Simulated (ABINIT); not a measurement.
ZrWN2:

```xyz
4
Lattice="2.9552 0.0000 0.0000 -1.4776 2.5593 0.0000 0.0000 0.0000 5.9564" Properties=species:S:1:pos:R:3 pbc="T T T"
Zr    0.0000    0.0000    2.9782
W     0.0000    0.0000    0.0000
N     0.0000    1.7062    1.3187
N     0.0000    1.7062    4.6377
```

The cell was built by a generator and needn't be a form met in nature.

Base run:

```yaml
Program: ABINIT 10.8.3 (patched build)
Functional: PBE
Potentials_or_basis: PseudoDojo NC SR PBE v0.4 stringent
Cutoff: 1143 eV
k_mesh: 8 × 8 × 4
Occupations: fermi-dirac, width 0.05 eV
Spin: no spin polarisation
```

Its results: band gap on the k mesh none (metal or under the smearing width); pressure 0.3 GPa; largest force 0.050 eV/Å.

Problem. The run is repeated on the same cell with these changes: functional from PBE to LDA; potentials or basis from PseudoDojo NC SR PBE v0.4 stringent to PseudoDojo NC SR LDA v0.4.1 standard; cutoff from 1143 eV to 952 eV. What comes out?

Solution. Band gap on the k mesh none (metal or under the smearing width); pressure -15.1 GPa; largest force 0.274 eV/Å.

Caveats: so large a pressure means that the cell lies far from this level's equilibrium, or that cutoff or potentials fall short (some runs).

Not every run made on this cell is shown here.
